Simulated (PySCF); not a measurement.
# GeN: from the state search to spectroscopic constants

What are the lowest state that PBE0 finds, the bond length, vibrational wavenumber and bond energy of GeN, and how much do these hang on the method?

Method: Ge def2-TZVPP, N def2-TZVPP, no relativity; program: PySCF 2.14.0.

## 1. Set-up

A driver script around PySCF takes these settings:

```
atoms                         : Ge, N
charge                        : 0
basis                         : Ge def2-TZVPP, N def2-TZVPP
Hamiltonian                   : no relativity
basis functions               : 79
electrons treated             : 39
masses in u                   : 73.9212, 14.0031
levels                        : PBE0, PBE, r²SCAN, M06-L, B97-3, revPBE, B3LYP, HSE06, HF, MP2, SCS-MP2, CCSD, CCSD(T)
grid                          : 80 radial by 434 angular points
occupations                   : held fixed by the projection of orbital angular momentum
dissociation limit            : Ge + N, each in its ground configuration
starting distance in angstrom : 1.815
values of 2S to try           : 1, 3, 5
```

Started as:

```
OMP_NUM_THREADS=1 python dia.py task.json out
```

After this run come: The PBE0 curve of the state that the search chose; Other states along the same grid; PBE (GGA); r²SCAN (meta-GGA); M06-L; B97-3; revPBE; B3LYP; HSE06 (range-separated hybrid); ROHF (mean field); MP2 and coupled cluster.

Before running it: what results should come out? Wanted: for each run, Re; ωe; De; μ.

**Answer**, as computed:

Lowest PBE0 solution found, without spin–orbit coupling: ²Π (doublet), unpaired electrons π ↑. State 2 has its PBE0 minimum 0.00 eV higher. State 3 has its PBE0 minimum 1.81 eV higher. The other levels ran on the lowest alone.

| level | Re (Å) | ωe (cm⁻¹) | De (eV) | μ (D) |
| --- | --- | --- | --- | --- |
| ROHF | 1.706 | 989 | 0.421 | -3.50 |
| ROHF-MP2 | 1.752 | 846 | 3.43 | n/a |
| ROHF-SCS-MP2 | 1.751 | 847 | 3.46 | n/a |
| ROHF-CCSD | 1.742 | 872 | 3.00 | n/a |
| ROHF-CCSD(T) | 1.758 | 828 | 3.34 | n/a |
| PBE | 1.765 | 824 | 4.15 | -2.73 |
| revPBE | 1.772 | 815 | 3.88 | -2.72 |
| r²SCAN | 1.746 | 861 | 3.61 | -2.76 |
| M06-L | 1.753 | 853 | 3.84 | -2.90 |
| B3LYP | 1.749 | 858 | 3.75 | -2.99 |
| PBE0 | 1.739 | 880 | 3.53 | -2.93 |
| B97-3 | 1.744 | 876 | 3.61 | -3.02 |
| HSE06 | 1.740 | 876 | 3.56 | -2.95 |

De is counted to Ge + N in their ground configurations. A positive dipole means Ge(−)N(+).

Differences from CCSD(T) in the same basis:

| level | Re (mÅ) | ωe (%) |
| --- | --- | --- |
| ROHF | -52 | +19.5 |
| ROHF-MP2 | -7 | +2.2 |
| ROHF-SCS-MP2 | -7 | +2.3 |
| ROHF-CCSD | -16 | +5.3 |
| PBE | +7 | -0.5 |
| revPBE | +13 | -1.5 |
| r²SCAN | -13 | +4.0 |
| M06-L | -5 | +3.1 |
| B3LYP | -9 | +3.7 |
| PBE0 | -20 | +6.3 |
| B97-3 | -15 | +5.9 |
| HSE06 | -18 | +5.9 |

**Reading.** Judged by CCSD(T) in the same basis: best bond length M06-L (-5 mÅ), worst ROHF (-52 mÅ); best wavenumber PBE (-0.5 %), worst ROHF (+19.5 %). Hartree–Fock falls on the short and stiff side, its usual fault. Among the levels with a De in the table, it runs from 0.421 eV (ROHF) to 4.15 eV (PBE).

Correlated steps freeze 10 core orbitals.
